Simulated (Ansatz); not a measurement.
**AlF₃H₅NSi: how energies converge with the basis set**

An exercise on one series of results from a longer session: the logs are not shown, and one member is left open.

Program: Ansatz 0.2.0, Gaussian basis. Level of theory: one geometry, several basis sets. These are calculated values, not measurements.

Levels to be run: PBE0-D4/def2-SVP; ωB97M-V/def2-SVP; PBE0-D4/def2-QZVPP; ωB97M-V/def2-QZVPP; the functionals' def2-TZVPP values are taken from earlier runs.

## The relaxed structure

An earlier PBE0-D4 in a triple-zeta def2 set relaxation fixed the geometry.

SMILES `[F][Al-]([F])([F])[NH2+][SiH3]`, 11 atoms, charge 0, spin multiplicity 1.

Atoms are counted from 1 here; the program's logs count them from 0.

Bond lengths: F1–Al2 1.656 Å, Al2–F3 1.663 Å, Al2–F4 1.656 Å, Al2–N5 1.990 Å, N5–Si6 1.807 Å, N5–H7 1.018 Å, N5–H8 1.018 Å, Si6–H9 1.474 Å, Si6–H10 1.485 Å, Si6–H11 1.474 Å. Angles: F1–Al2–F3 116.2°, F1–Al2–F4 117.2°, F1–Al2–N5 101.5°, F3–Al2–F4 116.2°, F3–Al2–N5 99.4°, F4–Al2–N5 101.6°, Al2–N5–Si6 113.2°, Al2–N5–H7 106.7°, Al2–N5–H8 106.7°, Si6–N5–H7 111.6°, Si6–N5–H8 111.6°, H7–N5–H8 106.5°, N5–Si6–H9 106.8°, N5–Si6–H10 107.2°, N5–Si6–H11 106.8°, H9–Si6–H10 110.6°, H9–Si6–H11 114.5°, H10–Si6–H11 110.6°.

As a file:

```
F    -1.9570   -1.8727   -0.4111
Al   -0.3422   -1.6263   -0.1383
F     0.1224   -1.4995    1.4532
F     0.7225   -2.3883   -1.1523
N    -0.1301    0.2735   -0.6919
Si    0.4398    1.3454    0.6460
H     0.5160    0.2794   -1.4786
H    -1.0316    0.5751   -1.0560
H     1.7646    0.8463    1.0559
H     0.5485    2.7183    0.0919
H    -0.5874    1.2917    1.7017
```

Set-up of the first run:

The input, in.yaml:

```yaml
crystal:
  periodic: [false, false, false]
  atoms:
    - {symbol: F, position_ang: [-1.957027, -1.872712, -0.411143]}
    - {symbol: Al, position_ang: [-0.342236, -1.626263, -0.138280]}
    - {symbol: F, position_ang: [0.122377, -1.499472, 1.453180]}
    - {symbol: F, position_ang: [0.722544, -2.388255, -1.152342]}
    - {symbol: N, position_ang: [-0.130107, 0.273539, -0.691939]}
    - {symbol: Si, position_ang: [0.439798, 1.345370, 0.646016]}
    - {symbol: H, position_ang: [0.515967, 0.279400, -1.478583]}
    - {symbol: H, position_ang: [-1.031648, 0.575106, -1.055981]}
    - {symbol: H, position_ang: [1.764631, 0.846259, 1.055890]}
    - {symbol: H, position_ang: [0.548459, 2.718347, 0.091906]}
    - {symbol: H, position_ang: [-0.587357, 1.291681, 1.701676]}
basis:
  gaussian: {orbitals: def2-SVP}
hamiltonian: {xc: pbe0, dispersion: d4}
output: {orbitals: {seedname: orbitals}}
```

The run is started by

```console
> ansatz run in.yaml --threads 4 --pin off --events-out ev --progress --plain --max-ram 10444MiB
```

Steps of the session up to this table: PBE0-D4 in def2-SVP; ωB97M-V in def2-SVP; PBE0-D4 in def2-QZVPP; ωB97M-V in def2-QZVPP.

One table of the session follows, with a row left open; its other results are not shown here.

```
functional       basis  HOMO (eV)
   PBE0-D4    def2-SVP     -10.06
   PBE0-D4  def2-TZVPP     -10.17
   PBE0-D4  def2-QZVPP     -10.19
   ωB97M-V    def2-SVP     -12.36
   ωB97M-V  def2-TZVPP     -12.47
   ωB97M-V  def2-QZVPP          ?
```

Q: Estimate the row for ωB97M-V, def2-QZVPP from the others.

The run gave: HOMO (eV): -12.49. In the column «HOMO (eV)» it is the lowest.
